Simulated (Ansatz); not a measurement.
# CdS: the cost of one run

Method: DFT PBE, scalar-relativistic, plane waves, PAW, and further levels as typed in the inputs, in Ansatz 0.2.0.

## 1. The structure to begin with

The structure is hexagonal, space group P6_3mc (No. 186). Conventional cell: a = 4.136 Å, b = 4.136 Å, c = 6.673 Å, α = 90.00°, β = 90.00°, γ = 120.00°. Cd (site symmetry 3m) is surrounded by 4 S at 2.52 to 2.53 Å. Around S (site symmetry 3m) lie 4 Cd at 2.52 to 2.53 Å.

Coordinates:

```xyz
4
Lattice="4.1360 0.0000 0.0000 -2.0680 3.5819 0.0000 0.0000 0.0000 6.6727" Properties=species:S:1:pos:R:3 pbc="T T T"
Cd    0.0000    2.3879    0.0000
Cd    2.0680    1.1940    3.3364
S     0.0000    2.3879    2.5156
S     2.0680    1.1940    5.8520
```

## 2. Relaxing the atoms: CdS, no spin

input.yaml reads:

```yaml
crystal:
  lattice:
    - [4.136, 0.0, 0.0]
    - [-2.068, 3.58188107, 0.0]
    - [0.0, 0.0, 6.672722]
  atoms:
    - { symbol: Cd, position: [0.3333333333, 0.6666666667, 0.0] }
    - { symbol: Cd, position: [0.6666666667, 0.3333333333, 0.5] }
    - { symbol: S, position: [0.3333333333, 0.6666666667, 0.377] }
    - { symbol: S, position: [0.6666666667, 0.3333333333, 0.877] }
scf:
  occupations: { method: gaussian, width: 0.05 }
output:
  forces: true
  stress: true
hamiltonian:
  xc: pbe
kpoints:
  mp_grid: { grid: [8, 8, 5] }
relax:
  f_tol: 0.003
```

On the command line:

```console
$ ansatz run input.yaml --threads 4 --pin off --max-ram 10240MiB --backend cpu --events-out ev --progress --plain --runs-dir out
```

Q: Estimate wall time and peak memory on 4 threads of Arm Neoverse N1, shared host.

About 8.1 s, with a peak of 0.4 GiB.
